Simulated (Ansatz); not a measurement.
# Rh: a trigonal deformation path

An exercise on one series of results from a longer session: the logs are not shown, and one member is left open.

Computed with Ansatz 0.2.0 (DFT PBEsol, scalar-relativistic, plane waves, PAW, unless a step's input says otherwise).

## Starting point

It takes space group Fm-3m (No. 225, cubic). Conventional cell: a = 3.803 Å, b = 3.803 Å, c = 3.803 Å, α = 90.00°, β = 90.00°, γ = 90.00°. Rh (site symmetry m-3m) has 12 Rh at 2.69 Å in its first shell of neighbours.

As a file:

```
Rh
1.0
     0.00000    1.90155    1.90155
     1.90155    0.00000    1.90155
     1.90155    1.90155    0.00000
Rh
1
Direct
  0.00000 0.00000 0.00000
```

The cell is taken as given, not relaxed at this level.

## Zero of energy

Reference values: F = -6338.7492 eV; pressure -5.11 GPa; largest force 0.000 eV/Å; gap on the mesh none (metal). It was computed beforehand with the settings of the runs below.

Set-up of the first run:

At fixed volume and fractional coordinates, lengths along (0.577, 0.577, 0.577) are scaled against those across it; ρ is that ratio over its starting value.

File input.yaml:

```yaml
crystal:
  lattice:
    - [-0.7986009575, 1.597201915, 1.597201915]
    - [1.597201915, -0.7986009575, 1.597201915]
    - [1.597201915, 1.597201915, -0.7986009575]
  atoms:
    - { symbol: Rh, position: [0.0, 0.0, 0.0] }
basis:
  ecutwfc: 420
kpoints:
  mp_grid: { grid: [24, 24, 24] }
hamiltonian:
  xc: pbesol
scf:
  occupations: { method: gaussian, width: 0.15 }
output:
  forces: true
  stress: true
  eigenvalues: true
```

Command:

```bash
$ ansatz run input.yaml --threads 1 --pin off --max-ram 2560MiB --backend cpu --events-out ev --progress --plain --runs-dir out
```

Among the steps run: ρ = 0.500; ρ = 2.000; ρ = 0.710; At ρ = 1.410; ρ = 0.600; At ρ = 0.850; Point ρ = 1.200; Point ρ = 1.700; At ρ = 0.930; ρ = 1.080.

One table of the session follows, with a row left open; its other results are not shown here.

It belongs to the step «The scan collected». Collected from the runs (energy zero: the undisturbed cell):

```
    ρ  ΔE (meV/atom)  pressure (GPa)
0.500         1073.5            36.9
0.600         1068.6            34.1
0.710          932.7            24.8
0.850          282.2             3.9
0.930           59.1            -3.1
1.000            0.0            -5.1
1.080              ?               ?
1.200          350.5             8.1
1.410         1149.1            41.1
1.700         2771.1           105.9
2.000         5040.3           189.7
```

Q: Estimate the row for ρ = 1.080 from the others.

Worked estimate for «ΔE (meV/atom)». A straight line through the neighbours (1.000, 0.0) and (1.200, 350.5) gives 0.0 + (350.5 − 0.0) × (1.080 − 1.000) / (1.200 − 1.000) = 140.2; a parabola fitted to 4 rows on both sides gives 97.1.

The run gave: ΔE (meV/atom): 66.0; pressure (GPa): -2.8. In «ΔE (meV/atom)» the line misses by +74.2 and the parabola by +31.1.
